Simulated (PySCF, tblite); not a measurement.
# C₄H₁₄O₂Si₃: geometry, infrared bands and NMR shifts

Wanted: the infrared bands and NMR shifts of C₄H₁₄O₂Si₃ (`OC[C@@H]1C[SiH2]O[Si@@H]1C[SiH3]`), by calculation.

Computed with tblite 0.8.0 and PySCF 2.14.0, with density-fitted response routines of our own, on a single molecule in the gas phase. Atoms count from 0, in the outputs and in this text.

## (1) The starting structure

23 atoms, charge 0, multiplicity 1; geometry from: force field or distance geometry start.

Bonds of the start (Å): O0–C1 1.40, C1–C2 1.50, C2–C3 1.52, C3–Si4 1.89, Si4–O5 1.73, O5–Si6 1.71, Si6–C7 1.85, C7–Si8 1.89, Si6–C2 1.84, O0–H9 0.98, C1–H10 1.11, C1–H11 1.12, C2–H12 1.10, C3–H13 1.10, C3–H14 1.09, Si4–H15 1.46, Si4–H16 1.46, Si6–H17 1.49, C7–H18 1.12, C7–H19 1.11, Si8–H20 1.47, Si8–H21 1.46, Si8–H22 1.50.

## (2) Geometry optimisation with GFN2-xTB

What the job is given:

```
{"job": {"kind": "relax", "xc": "GFN2-xTB", "basis": "xTB"}, "charge": 0, "multiplicity": 1}
O     -1.766600     1.480200     0.910100
C     -1.449600     1.199600    -0.420100
C     -0.888700    -0.182300    -0.615000
C     -1.953200    -1.171400    -0.181800
Si    -1.069900    -2.443000     0.894400
O      0.112200    -1.428300     1.646500
Si     0.666800    -0.551800     0.285900
C      1.726600     0.909700     0.676000
Si     2.775100     1.407000    -0.811200
H     -1.099500     1.077900     1.503200
H     -0.763600     1.995800    -0.761500
H     -2.361400     1.291400    -1.066400
H     -0.714200    -0.407300    -1.677700
H     -2.678600    -0.645100     0.463100
H     -2.486300    -1.633400    -1.013800
H     -0.366200    -3.430200     0.075200
H     -1.966100    -3.062400     1.868200
H      1.502700    -1.504600    -0.492700
H      1.151600     1.796800     1.059100
H      2.436900     0.655000     1.487600
H      4.198400     1.272400    -0.483200
H      2.519800     0.555100    -1.974400
H      2.469100     2.845900    -1.088300
```

Command:

```console
OMP_NUM_THREADS=1 python probes_run.py task.json out
```

One launch serves the whole session: the jobs run in the order shown.

**Question.** This job is followed by: GFN2-xTB harmonic vibrations, gas phase; GIAO PBE0/pcSseg-1 NMR shielding, non-relativistic, gas phase. Predict these results of the whole session: strongest single infrared mode (GFN2-xTB); zero-point energy (GFN2-xTB); ¹³C shifts against TMS (PBE0/pcSseg-1); ¹H shifts against TMS (PBE0/pcSseg-1, means over atoms taken as alike); ¹⁷O shifts against H2O (PBE0/pcSseg-1); ²⁹Si shifts against TMS (PBE0/pcSseg-1).

The runs gave:

| quantity | value |
| --- | --- |
| strongest single infrared mode (GFN2-xTB) | 798 cm⁻¹, 708 km/mol |
| zero-point energy (GFN2-xTB) | 105.4 kcal/mol |
| ¹³C shifts against TMS (PBE0/pcSseg-1) | 71.4, 30.9, 17.7, -5.6 ppm |
| ¹H shifts against TMS (PBE0/pcSseg-1, means over atoms taken as alike) | 5.18, 5.11, 5.09, 4.36, 3.95, 3.82, 1.40, 1.31, 0.91, 0.58, -0.13, -0.19 ppm |
| ¹⁷O shifts against H2O (PBE0/pcSseg-1) | 56.3, 47.4 ppm |
| ²⁹Si shifts against TMS (PBE0/pcSseg-1) | 11.4, -2.7, -79.5 ppm |

Over 225 steps the energy fell by 0.910 eV; of the close pairs, C2–Si6 changed most, 1.835 to 1.918 Å. All 63 modes are real, so the xTB geometry is a minimum. The strongest single mode, at 798 cm⁻¹, has its largest shares on H16, H15, H21 and H22 (the list is cut at 4 atoms). Unscaled tight-binding wavenumbers are off by several per cent, some by more. Its intensities can rank the bands wrongly. C1 (sp3 CH2 bonded to O) lies farthest downfield among carbon, at 71.4 ppm; deshielded by the electronegative neighbour.
